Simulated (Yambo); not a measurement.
# Ge (Fd-3m) in Yambo: a series of runs

The runs below take Ge through optical spectrum, with PBEsol.

All numbers are computed with Yambo 5.3.0; they aren't measurements. Logs are shortened: lines on timing, memory, paths and dates and some standing lists are left out, and cuts for length are marked.

**What was measured.**

“Temperature-dependent photoluminescence in Ge: experiment and theory”, 2020, arxiv:2003.00143 reports, for a bulk crystal of Ge at 0 K: band gap 0.744 eV (indirect).

From “Electronic and optical properties of SixGe1-x-ySny alloys lattice-matched to Ge”, 2021, arxiv:2109.02782, for a bulk crystal of Ge: band gap 0.807 eV (direct) at 300 K; band gap 0.666 eV (indirect) at 293 K.

How close the calculation comes is told below.

## (1) The crystal as given

It takes space group Fd-3m (No. 227, cubic). Conventional cell: a = 5.658 Å, b = 5.658 Å, c = 5.658 Å, α = 90.00°, β = 90.00°, γ = 90.00°. Ge (site symmetry -43m) is surrounded by 4 Ge at 2.45 Å.

## (2) Optical spectrum, PBEsol

The input, optics0.in:

```
optics
chi
Chimod= "IP"
% BndsRnXd
 1 | 29 |
%
% LongDrXd
 1 | 0 | 0 |
%
% QpntsRXd
 1 | 1 |
%
% EnRngeXd
 0 | 15 | eV
%
% DmRngeXd
 0.1 | 0.1 | eV
%
ETStpsXd= 200
```

The input, scf.in:

```
&CONTROL
  calculation = 'scf'
  prefix = 'pwscf'
  outdir = './tmp'
  pseudo_dir = './pseudo'
/
&SYSTEM
  ibrav = 0
  nat = 2
  ntyp = 1
  ecutwfc = 78
  nbnd = 21
  occupations = 'smearing'
  smearing = 'fd'
  degauss = 0.00367493
  force_symmorphic = .true.
/
&ELECTRONS
  conv_thr = 4d-10
  electron_maxstep = 120
  mixing_beta = 0.5
/
ATOMIC_SPECIES
Ge    72.6300 Ge.upf
CELL_PARAMETERS angstrom
   0.0000000000    2.8289100000    2.8289100000
   2.8289100000    0.0000000000    2.8289100000
   2.8289100000    2.8289100000    0.0000000000
ATOMIC_POSITIONS crystal
Ge     0.7500000000    0.7500000000    0.7500000000
Ge     0.5000000000    0.5000000000    0.5000000000
K_POINTS automatic
12 12 12 0 0 0
```

The input, nscf.in:

```
&CONTROL
  calculation = 'nscf'
  prefix = 'pwscf'
  outdir = './tmp'
  pseudo_dir = './pseudo'
/
&SYSTEM
  ibrav = 0
  nat = 2
  ntyp = 1
  ecutwfc = 78
  nbnd = 34
  occupations = 'smearing'
  smearing = 'fd'
  degauss = 0.00367493
  force_symmorphic = .true.
/
&ELECTRONS
  conv_thr = 1d-08
  diago_full_acc = .true.
  diago_thr_init = 1d-06
/
ATOMIC_SPECIES
Ge    72.6300 Ge.upf
CELL_PARAMETERS angstrom
   0.0000000000    2.8289100000    2.8289100000
   2.8289100000    0.0000000000    2.8289100000
   2.8289100000    2.8289100000    0.0000000000
ATOMIC_POSITIONS crystal
Ge     0.7500000000    0.7500000000    0.7500000000
Ge     0.5000000000    0.5000000000    0.5000000000
K_POINTS automatic
12 12 12 0 0 0
```

Potentials or basis: PseudoDojo 0.4.1 SR PBEsol standard.

Launch:

```
OMP_NUM_THREADS=1 pw.x -in scf.in > scf.out
OMP_NUM_THREADS=1 pw.x -in nscf.in > nscf.out
cd tmp/pwscf.save; p2y; mv SAVE ../..; cd ../..
OMP_NUM_THREADS=1 yambo
OMP_NUM_THREADS=1 yambo -F optics0.in -J optics0 -C optics0_out
```

Yambo's report:

```text
[... sections 02.01 to 02.04 as in the set-up run ...]

  [02.05] Energies & Occupations
  ==============================

  [X] === General ===
  [X] Electronic Temperature                        :  0.258606E-1   300.100    [eV K]
  [X] Bosonic    Temperature                        :  0.258606E-1   300.100    [eV K]
  [X] Finite Temperature mode                       : yes
  [X] El. density                                   :  0.61840E+24 [cm-3]
  [X] Fermi Level                                   :  9.434651 [eV]

  [X] === Gaps and Widths ===
  [X] Conduction Band Min                           :  9.434651 [eV]
  [X] Valence Band Max                              :  9.434651 [eV]
  [X] Filled Bands                                  :  11
  [X] Metallic Bands                                :  12  15
  [X] Empty Bands                                   :   16   34

  [X] === Metallic Characters ===
  [X] N of el / N of met el                         :  28.00000   5.99811
  [X] Average metallic occ.                         :  0.374882

  [WARNING] [X] Metallic system

 [03] Transferred momenta grid and indexing
 ==========================================

 IBZ Q-points                                      :   72
 BZ  Q-points                                      :  1728

 K/Q-points units:
 rlu = crystal or reduced units; cc = cartesian coordinates; iku = interal k-units

 Q [ 1]         [rlu]:  0.000000  0.000000  0.000000
 Q [ 2]         [rlu]: -0.11216E-17 -0.11216E-17  0.83333E-01
 Q [ 3]         [rlu]: -0.43135E-17 -0.43135E-17  0.16667
 Q [ 4]         [rlu]: -0.12946E-17 -0.12946E-17  0.25000
 Q [ 5]         [rlu]: -0.86270E-17 -0.86270E-17  0.33333
 Q [ 6]         [rlu]:  0.60271E-18  0.60271E-18  0.41667
 Q [ 7]         [rlu]:  0.25892E-17  0.25892E-17 -0.50000
 Q [ 8]         [rlu]: -0.14706E-16  0.83333E-01  0.83333E-01
 Q [ 9]         [rlu]: -0.20903E-16  0.83333E-01  0.16667
 Q [10]         [rlu]: -0.22432E-17  0.83333E-01  0.25000
 Q [11]         [rlu]: -0.24910E-16  0.83333E-01  0.33333
 Q [12]         [rlu]: -0.34594E-18  0.83333E-01  0.41667
 Q [13]         [rlu]:  0.64272E-17  0.83333E-01  0.50000
 Q [14]         [rlu]:  0.10870E-16  0.83333E-01 -0.41667
 Q [15]         [rlu]: -0.13024E-16  0.83333E-01 -0.33333
[... 33 lines left out ...]
 Q [49]         [rlu]:  0.083333  0.250000  0.333333
 Q [50]         [rlu]:  0.083333  0.250000  0.416667

 Remaining 22 points informations can be written running with -fatlog

 [WARNING] [Xd] User bands 1-29 break level degeneracy

 [04] Dipoles
 ============

  [04.01] Setup: observables and procedures
  =========================================

  [WF-Oscillators/G space/Transverse up loader] Normalization (few states)  min/max  :  0.12050E-16   1.0000

  [WR./optics0//ndb.dipoles]------------------------------------------------------
   Brillouin Zone Q/K grids (IBZ/BZ)                :    72  1728    72  1728
   RL vectors                                       :   4573 [WF]
   Fragmentation                                    : yes
   Electronic Temperature                           :  300.1000 [K]
   Bosonic    Temperature                           :  300.1000 [K]
   DIP band range                                   :   1  29
   DIP band range limits                            :  15  12
   DIP e/h energy range                             : -1.000000 -1.000000 [eV]
   RL vectors in the sum                            :   4573
   [r,Vnl] included                                 : yes
   Bands ordered                                    : yes
   Direct v evaluation                              : no
   Approach used                                    : G-space v
   Dipoles computed                                 : R V P [G-space]
   Wavefunctions                                    : Perdew, Burke & Ernzerhof SOL(X)+Perdew, Burke & Ernzerhof SOL(C)

  [WARNING] [r,Vnl^pseudo] included in position and velocity dipoles.

  [WARNING] In case H contains other non local terms, these are neglected

 [05] Optics
 ===========

 [X-CG] R(p) Tot o/o(of R):    12189   365976      100

 [WARNING] The system is a metal but Drude term not included.
```

It took 3.5 min on 1 thread of Intel Xeon Platinum 8259CL at 2.50GHz (Skylake/Cascade Lake), shared host; peak memory 0.29 GiB.

What came out:

```yaml
Band_gap_on_the_k_mesh_mean-field_level: none (metal or under the smearing width)
```

Dielectric function (along the field direction of the input):
```
energy (eV)  real part  imaginary part
       0.30     -15.40           29.51
       1.06      28.98           12.71
       1.81      13.18           13.79
       2.56      15.80           16.31
       3.39       9.75           28.10
       4.15      -2.45           15.54
       4.90      -9.04           10.67
       5.65      -5.79            5.61
       6.48      -8.02            5.15
       7.24      -3.74            2.32
       7.99      -2.59            2.31
       8.74      -2.72            1.84
       9.57      -1.88            1.17
      10.33      -1.95            1.23
      11.08      -1.28            0.68
      11.83      -0.93            0.61
      12.66      -0.79            0.41
      13.42      -0.57            0.29
      14.17      -0.35            0.30
      15.00      -0.20            0.24
```

Caveat: the intraband (Drude) term of the metal is left out; the ground state has no gap, which makes the many-body step unreliable; independent-particle spectra lack excitons; this crystal is a semiconductor, whose small gap the functional closes, so the metal is an error of the method.

## (3) Optical spectrum, PBEsol

The input, optics1.in:

```
optics
chi
Chimod= "HARTREE"
% BndsRnXd
 1 | 29 |
%
NGsBlkXd= 2 Ry
% LongDrXd
 1 | 0 | 0 |
%
% QpntsRXd
 1 | 1 |
%
% EnRngeXd
 0 | 20 | eV
%
% DmRngeXd
 0.1 | 0.1 | eV
%
ETStpsXd= 200
```

scf.in is that of step 2.

nscf.in is that of step 2.

Potentials or basis: PseudoDojo 0.4.1 SR PBEsol standard.

Launch:

```
OMP_NUM_THREADS=1 pw.x -in scf.in > scf.out
OMP_NUM_THREADS=1 pw.x -in nscf.in > nscf.out
cd tmp/pwscf.save; p2y; mv SAVE ../..; cd ../..
OMP_NUM_THREADS=1 yambo
OMP_NUM_THREADS=1 yambo -F optics1.in -J optics1 -C optics1_out
```

Yambo's report:

```text
[... sections 02.01 to 02.04 as in the set-up run ...]

  [02.05] Energies & Occupations
  ==============================

  [X] === General ===
  [X] Electronic Temperature                        :  0.258606E-1   300.100    [eV K]
  [X] Bosonic    Temperature                        :  0.258606E-1   300.100    [eV K]
  [X] Finite Temperature mode                       : yes
  [X] El. density                                   :  0.61840E+24 [cm-3]
  [X] Fermi Level                                   :  9.434651 [eV]

  [X] === Gaps and Widths ===
  [X] Conduction Band Min                           :  9.434651 [eV]
  [X] Valence Band Max                              :  9.434651 [eV]
  [X] Filled Bands                                  :  11
  [X] Metallic Bands                                :  12  15
  [X] Empty Bands                                   :   16   34

  [X] === Metallic Characters ===
  [X] N of el / N of met el                         :  28.00000   5.99811
  [X] Average metallic occ.                         :  0.374882

  [WARNING] [X] Metallic system

 [03] Transferred momenta grid and indexing
 ==========================================

 IBZ Q-points                                      :   72
 BZ  Q-points                                      :  1728

 K/Q-points units:
 rlu = crystal or reduced units; cc = cartesian coordinates; iku = interal k-units

 Q [ 1]         [rlu]:  0.000000  0.000000  0.000000
 Q [ 2]         [rlu]: -0.11216E-17 -0.11216E-17  0.83333E-01
 Q [ 3]         [rlu]: -0.43135E-17 -0.43135E-17  0.16667
 Q [ 4]         [rlu]: -0.12946E-17 -0.12946E-17  0.25000
 Q [ 5]         [rlu]: -0.86270E-17 -0.86270E-17  0.33333
 Q [ 6]         [rlu]:  0.60271E-18  0.60271E-18  0.41667
 Q [ 7]         [rlu]:  0.25892E-17  0.25892E-17 -0.50000
 Q [ 8]         [rlu]: -0.14706E-16  0.83333E-01  0.83333E-01
 Q [ 9]         [rlu]: -0.20903E-16  0.83333E-01  0.16667
 Q [10]         [rlu]: -0.22432E-17  0.83333E-01  0.25000
 Q [11]         [rlu]: -0.24910E-16  0.83333E-01  0.33333
 Q [12]         [rlu]: -0.34594E-18  0.83333E-01  0.41667
 Q [13]         [rlu]:  0.64272E-17  0.83333E-01  0.50000
 Q [14]         [rlu]:  0.10870E-16  0.83333E-01 -0.41667
 Q [15]         [rlu]: -0.13024E-16  0.83333E-01 -0.33333
[... 33 lines left out ...]
 Q [49]         [rlu]:  0.083333  0.250000  0.333333
 Q [50]         [rlu]:  0.083333  0.250000  0.416667

 Remaining 22 points informations can be written running with -fatlog

 [WARNING] [Xd] User bands 1-29 break level degeneracy

 [04] Dipoles
 ============

  [04.01] Setup: observables and procedures
  =========================================

  [WF-Oscillators/G space/Transverse up loader] Normalization (few states)  min/max  :  0.12050E-16   1.0000

  [WR./optics1//ndb.dipoles]------------------------------------------------------
   Brillouin Zone Q/K grids (IBZ/BZ)                :    72  1728    72  1728
   RL vectors                                       :   4573 [WF]
   Fragmentation                                    : yes
   Electronic Temperature                           :  300.1000 [K]
   Bosonic    Temperature                           :  300.1000 [K]
   DIP band range                                   :   1  29
   DIP band range limits                            :  15  12
   DIP e/h energy range                             : -1.000000 -1.000000 [eV]
   RL vectors in the sum                            :   4573
   [r,Vnl] included                                 : yes
   Bands ordered                                    : yes
   Direct v evaluation                              : no
   Approach used                                    : G-space v
   Dipoles computed                                 : R V P [G-space]
   Wavefunctions                                    : Perdew, Burke & Ernzerhof SOL(X)+Perdew, Burke & Ernzerhof SOL(C)

  [WARNING] [r,Vnl^pseudo] included in position and velocity dipoles.

  [WARNING] In case H contains other non local terms, these are neglected

 [05] Optics
 ===========

 [X-CG] R(p) Tot o/o(of R):    12189   365976      100

 [WARNING] The system is a metal but Drude term not included.
```

o-optics1.eps_q1_inv_rpa_dyson:

```text
# Absorption @ Q(1):   1.00000000      0.00000000      0.00000000    [q->0 direction]
#
# [ X ] Hartree size                              :  27
# [GEN] GF Energies                               : Perdew, Burke & Ernzerhof SOL(X)+Perdew, Burke & Ernzerhof SOL(C)
# [GEN] Green`s Function                          : Retarded
#
# [GEN] Gauge                                     : Length
# [GEN] [r,Vnl] included                          : yes
#
#    E[1] [eV]          Im(eps)            Re(eps)            Im(eps_o)          Re(eps_o)
#
        0.000000           0.50916E-10        500.7896          -0.81751E-14        502.1244
        0.100503           243.8772           23.41837           243.8970           24.63647
        0.201005           78.19833          -36.49555           78.20933          -35.25711
        0.301508           29.49174          -16.65118           29.50689          -15.39921
        0.402010           13.93547          -2.496532           13.95606          -1.227147
        0.502513           7.887557           6.102915           7.915247           7.395699
[... 192 lines left out ...]
        19.89950           0.085417           0.408024           0.066536           0.400354
        20.00000           0.080664           0.421521           0.066932           0.413342
#
```

Wall time 3.9 min (1 thread of Intel Xeon Platinum 8259CL at 2.50GHz (Skylake/Cascade Lake), shared host); peak memory 0.72 GiB.

Results:

- Band gap on the k mesh, mean-field level: none (metal or under the smearing width)

Dielectric function (along the field direction of the input):
| energy (eV) | real part | imaginary part |
| --- | --- | --- |
| 0.30 | -16.65 | 29.49 |
| 0.90 | 23.44 | 4.95 |
| 1.61 | -0.06 | 26.60 |
| 2.31 | 10.25 | 12.66 |
| 3.02 | 12.22 | 17.01 |
| 3.62 | 5.00 | 27.04 |
| 4.32 | -1.60 | 17.33 |
| 5.03 | -7.60 | 9.88 |
| 5.73 | -5.03 | 5.19 |
| 6.33 | -3.84 | 6.37 |
| 7.04 | -4.12 | 2.02 |
| 7.74 | -3.15 | 1.80 |
| 8.44 | -2.42 | 1.95 |
| 9.05 | -2.12 | 1.40 |
| 9.75 | -1.77 | 0.94 |
| 10.45 | -1.64 | 1.01 |
| 11.16 | -1.06 | 0.67 |
| 11.76 | -0.84 | 0.59 |
| 12.46 | -0.60 | 0.46 |
| 13.17 | -0.43 | 0.44 |
| 13.87 | -0.33 | 0.35 |
| 14.47 | -0.18 | 0.26 |
| 15.18 | -0.08 | 0.28 |
| 15.88 | 0.05 | 0.23 |
| 16.58 | 0.10 | 0.20 |
| 17.19 | 0.18 | 0.21 |
| 17.89 | 0.23 | 0.17 |
| 18.59 | 0.27 | 0.14 |
| 19.30 | 0.37 | 0.09 |
| 20.00 | 0.42 | 0.08 |

Caveat: the intraband (Drude) term of the metal is left out; the ground state has no gap, which makes the many-body step unreliable; these spectra lack excitons; this crystal is a semiconductor, whose small gap the functional closes, so the metal is an error of the method.

(Part 1 of 2 ends here.)
